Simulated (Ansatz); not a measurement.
# ScBe: the cost of one run

Method: DFT PBE, scalar-relativistic, plane waves, PAW, in Ansatz 0.2.0.

## 1. Starting point

The structure is orthorhombic, space group Cmcm (No. 63). Conventional cell: a = 3.429 Å, b = 9.046 Å, c = 3.405 Å, α = 90.00°, β = 90.00°, γ = 90.00°. Sc (site symmetry m2m) has 7 Be at 2.47 to 2.75 Å as nearest neighbours. Be (site symmetry m2m) is surrounded by 2 Be at 1.93 Å.

As a file:

```xyz
4
Lattice="1.7143 -4.5232 0.0000 1.7143 4.5232 0.0000 0.0000 0.0000 3.4054" Properties=species:S:1:pos:R:3 pbc="T T T"
Sc    1.7143   -3.2024    2.5541
Sc    1.7143    3.2024    0.8514
Be    1.7143   -0.4523    2.5541
Be    1.7143    0.4523    0.8514
```

This is candidate A: CrB type (Cmcm, No. 63).

(A quick probe on a coarse mesh, which set the mesh and smearing, is not shown.)

## 3. Coarse relaxation (candidate A)

The input, input.yaml:

```yaml
crystal:
  lattice:
    - [1.714302847, -4.523211228, 0.0]
    - [1.714302847, 4.523211228, 0.0]
    - [0.0, 0.0, 3.4054394393]
  atoms:
    - { symbol: Sc, position: [0.854, 0.146, 0.75] }
    - { symbol: Sc, position: [0.146, 0.854, 0.25] }
    - { symbol: Be, position: [0.55, 0.45, 0.75] }
    - { symbol: Be, position: [0.45, 0.55, 0.25] }
basis:
  ecutwfc: 420
kpoints:
  mp_grid: { grid: [6, 6, 6] }
hamiltonian:
  xc: pbe
scf:
  occupations: { method: gaussian, width: 0.1 }
  lower_state_search: "off"
output:
  forces: true
  stress: true
  eigenvalues: true
relax:
  adjacent_minimum: "off"
  f_tol: 0.04
  max_steps: 70
  cell: { stress_tol: 0.4 }
```

Launch:

```bash
ansatz run input.yaml --threads 1 --pin off --max-ram 2560MiB --backend cpu --events-out ev --progress --plain --runs-dir out
```

**Question.** How long does this run take on 1 thread of AMD EPYC 7R43 (Zen 3), shared host, and how much memory does it need?

About 42 s, with a peak of 0.43 GiB.
